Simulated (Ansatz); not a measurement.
# Be2Cd2S: the cost of one run

Method: DFT PBE, scalar-relativistic, plane waves, PAW, in Ansatz 0.2.0.

**1. The system as given**

The structure is tetragonal, space group I4/mmm (No. 139). The conventional cell has a = 5.297 Å, b = 5.297 Å, c = 6.306 Å, α = 90.00°, β = 90.00°, γ = 90.00°. Around Be (site symmetry 4mm) lie 1 S at 2.04 Å and 1 Be at 2.22 Å. Around Cd (site symmetry mmm) lie 2 S at 2.65 Å and 4 Be at 2.87 Å. S (site symmetry 4/mmm) has 2 Be at 2.04 Å and 4 Cd at 2.65 Å as nearest neighbours.

Structure file:

```
CELL_PARAMETERS angstrom
-2.64839 2.64839 3.15309
2.64839 -2.64839 3.15309
2.64839 2.64839 -3.15309
ATOMIC_POSITIONS crystal
Be 0.67600 0.67600 0.00000
Be 0.32400 0.32400 0.00000
Cd 0.50000 0.00000 0.50000
Cd 0.00000 0.50000 0.50000
S 0.00000 0.00000 0.00000
```

A structure generator made this guess: random cell by space group and Wyckoff sites (I4/mmm, No. 139). Its size is a rough estimate.

**2. A first look at the guess**

File input.yaml:

```yaml
crystal:
  lattice:
    - [-2.64839366, 2.64839366, 3.15308793]
    - [2.64839366, -2.64839366, 3.15308793]
    - [2.64839366, 2.64839366, -3.15308793]
  atoms:
    - { symbol: Be, position: [0.67600476, 0.67600476, 0.0] }
    - { symbol: Be, position: [0.32399524, 0.32399524, 0.0] }
    - { symbol: Cd, position: [0.5, 0.0, 0.5] }
    - { symbol: Cd, position: [0.0, 0.5, 0.5] }
    - { symbol: S, position: [0.0, 0.0, 0.0] }
basis:
  ecutwfc: 420
kpoints:
  mp_grid: { grid: [4, 4, 4] }
hamiltonian:
  xc: pbe
scf:
  occupations: { method: gaussian, width: 0.1 }
  lower_state_search: "off"
output:
  forces: true
  stress: true
  eigenvalues: true
```

Started as:

```sh
ansatz run input.yaml --threads 1 --pin off --max-ram 2560MiB --backend cpu --events-out ev --progress --plain --runs-dir out
```

What time and memory should one allow on 1 thread of Intel Xeon 6975P-C (Granite Rapids), shared host?

About 1.6 s, with a peak of 0.41 GiB.
